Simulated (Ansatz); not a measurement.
Write a Python script for Ansatz's Python interface that makes a relaxation of cell and ions of Cs₃BiF₆, space group Fm-3m. Level of theory: LDA, PAW, cutoff 422 eV, 3×3×3 k-points, fixed occupations.

Input file `POSCAR_cs3bif6`:
```text
Cs3BiF6
1.0
   0.00000000    5.03743445    5.03743445
   5.03743445    0.00000000    5.03743445
   5.03743445    5.03743445    0.00000000
Cs Bi F
3 1 6
Direct
   0.75000000    0.75000000    0.75000000
   0.25000000    0.25000000    0.25000000
   0.50000000    0.50000000    0.50000000
   0.00000000    0.00000000    0.00000000
   0.77649286    0.22350714    0.22350714
   0.22350714    0.22350714    0.77649286
   0.22350714    0.77649286    0.77649286
   0.22350714    0.77649286    0.22350714
   0.77649286    0.22350714    0.77649286
   0.77649286    0.77649286    0.22350714
```

The script, `vcrelax_cs3bif6.py`:
```python
"""Variable-cell relaxation of Cs3BiF6."""

import warnings

import ansatz as az
from ase import Atoms
from ase.io import read
from ase.neighborlist import neighbor_list
import numpy as np

def edges_and_angles(cell):
    cell = np.asarray(cell)
    a, b, c = np.linalg.norm(cell, axis=1)
    cosines = cell[1] @ cell[2] / (b * c), cell[0] @ cell[2] / (a * c), cell[0] @ cell[1] / (a * b)
    return (a, b, c, *np.degrees(np.arccos(cosines)))

warnings.simplefilter("ignore", az.DeckWarning)

atoms = read("POSCAR_cs3bif6", format="vasp")
cell = az.Crystal.from_ase(atoms)

# every cell quantity that the symmetry leaves free
calculation = cell.calculation()
calculation = calculation.scf(tolerance=1e-07).functional(az.Functional.LDA)
calculation = calculation.occupations(az.OccupationsMethod.FIXED)
calculation = calculation.basis(31 * az.Ry)
calculation = calculation.kpoints(density=2.5)
calculation = calculation.relax(force_tolerance=0.02, cell=True)
steps = []


def follow(event):
    if event["event"] != "relax_step":
        return
    row = event["data"]
    steps.append(row)
    print(f"step {row['step']:3d}  E = {row['lagrangian_ev']:.5f} eV  largest force component = {row['allowed_force_max_ev_ang']:.4f} eV/A  P = {row['pressure_gpa']:.3f} GPa")


out = calculation.session().plan(threads=1).execute(on_event=follow)
rep = out.report

first, last = steps[0], steps[-1]
symbols = [site.symbol for site in out.lattice.sites]
print(f"energy gained {first['lagrangian_ev'] - last['lagrangian_ev']:.4f} eV in {len(steps) - 1} steps")
for label, vectors in (("before", first["cell_ang"]), ("after", out.lattice.cell_ang)):
    print(label, "a b c (A) {:.4f} {:.4f} {:.4f}  angles {:.2f} {:.2f} {:.2f}".format(*edges_and_angles(vectors)), f" V = {abs(np.linalg.det(vectors)):.3f} A^3")
print("final stress xx yy zz (GPa, compression positive):", np.round(np.diag(rep["stress_gpa"]), 3) + 0.0)

print("atom   start x y z (A)              end x y z (A)")
for symbol, a, b in zip(symbols, first["positions_ang"], last["positions_ang"]):
    print(f"{symbol:3s}", " ".join(f"{v:8.4f}" for v in a), "  ", " ".join(f"{v:8.4f}" for v in b))

final = Atoms(symbols, positions=last["positions_ang"], cell=out.lattice.cell_ang, pbc=True)
i, j, d = neighbor_list("ijd", final, 4.5)
print("neighbours within 1.15 times the shortest distance of each atom (A)")
for atom in range(len(final)):
    near = [m for m in np.argsort(d) if i[m] == atom]
    shell = [m for m in near if d[m] < 1.15 * d[near[0]]]
    print(f"{symbols[atom]}{atom} ({len(shell)}):", ", ".join(f"{symbols[j[m]]} {d[m]:.3f}" for m in shell))

print(f"free energy      {rep['free_energy_ev']:.5f} eV")
print(f"per atom         {rep['free_energy_ev'] / len(out.lattice.sites):.5f} eV")
print(f"SCF iterations   {rep['n_iterations']}  (converged: {rep['converged']})")
```

Output of `python vcrelax_cs3bif6.py`:
```text
step   1  E = -33372.10907 eV  largest force component = 0.0688 eV/A  P = -2.197 GPa
step   2  E = -33372.24646 eV  largest force component = 0.2393 eV/A  P = 0.971 GPa
step   3  E = -33372.25833 eV  largest force component = 0.1991 eV/A  P = 0.236 GPa
step   4  E = -33372.26683 eV  largest force component = 0.0023 eV/A  P = -0.040 GPa
step   5  E = -33372.23843 eV  largest force component = 0.0021 eV/A  P = -0.280 GPa
step   6  E = -33372.24436 eV  largest force component = 0.0002 eV/A  P = -0.014 GPa
step   7  E = -33372.24122 eV  largest force component = 0.0002 eV/A  P = -0.033 GPa
energy gained 0.1321 eV in 6 steps
before a b c (A) 7.1240 7.1240 7.1240  angles 60.00 60.00 60.00  V = 255.657 A^3
after a b c (A) 6.9511 6.9511 6.9511  angles 60.00 60.00 60.00  V = 237.490 A^3
final stress xx yy zz (GPa, compression positive): [-0.033 -0.033 -0.033]
atom   start x y z (A)              end x y z (A)
Cs    7.5562   7.5562   7.5562      7.3728   7.3728   7.3728
Cs    2.5187   2.5187   2.5187      2.4576   2.4576   2.4576
Cs    5.0374   5.0374   5.0374      4.9152   4.9152   4.9152
Bi    0.0000   0.0000   0.0000      0.0000  -0.0000   0.0000
F     2.2518   5.0374   5.0374      2.2242   4.9152   4.9152
F     5.0374   5.0374   2.2518      4.9152   4.9152   2.2242
F     7.8231   5.0374   5.0374      7.6062   4.9152   4.9152
F     5.0374   2.2518   5.0374      4.9152   2.2242   4.9152
F     5.0374   7.8231   5.0374      4.9152   7.6062   4.9152
F     5.0374   5.0374   7.8231      4.9152   4.9152   7.6062
neighbours within 1.15 times the shortest distance of each atom (A)
Cs0 (12): F 3.483, F 3.483, F 3.483, F 3.483, F 3.483, F 3.483, F 3.483, F 3.483, F 3.483, F 3.483, F 3.483, F 3.483
Cs1 (12): F 3.483, F 3.483, F 3.483, F 3.483, F 3.483, F 3.483, F 3.483, F 3.483, F 3.483, F 3.483, F 3.483, F 3.483
Cs2 (6): F 2.691, F 2.691, F 2.691, F 2.691, F 2.691, F 2.691
Bi3 (6): F 2.224, F 2.224, F 2.224, F 2.224, F 2.224, F 2.224
F4 (1): Bi 2.224
F5 (1): Bi 2.224
F6 (1): Bi 2.224
F7 (1): Bi 2.224
F8 (1): Bi 2.224
F9 (1): Bi 2.224
free energy      -33372.24122 eV
per atom         -3337.22412 eV
SCF iterations   3  (converged: True)
```

What to keep in mind:
- Total energies depend on the potentials; only differences at equal settings carry meaning.
- With fixed filling the reported Fermi level is the top filled level among the k-points of the SCF.
- Energies along a relaxation are free energies. Rows at an unchanged volume are solved on a plane-wave basis chosen afresh for that cell, so the energy jumps there and such rows are no steps of the walk.
- The program warned that this SCF threshold is loose for forces or stresses.
- Edges and angles are those of the cell as typed, here a primitive one, not of the conventional cell.
- Spin-orbit coupling, which matters for elements this heavy, is left out.
- This cell is a computed structure, which may not be the phase found in nature.
- The script silences the warnings on its input, which a real study should read.
- Timing: 20 s on 1 thread of Arm Neoverse V1 (shared host), peak memory 0.59 GiB.

(Lines on the test bed's own set-up are left out of the output.)
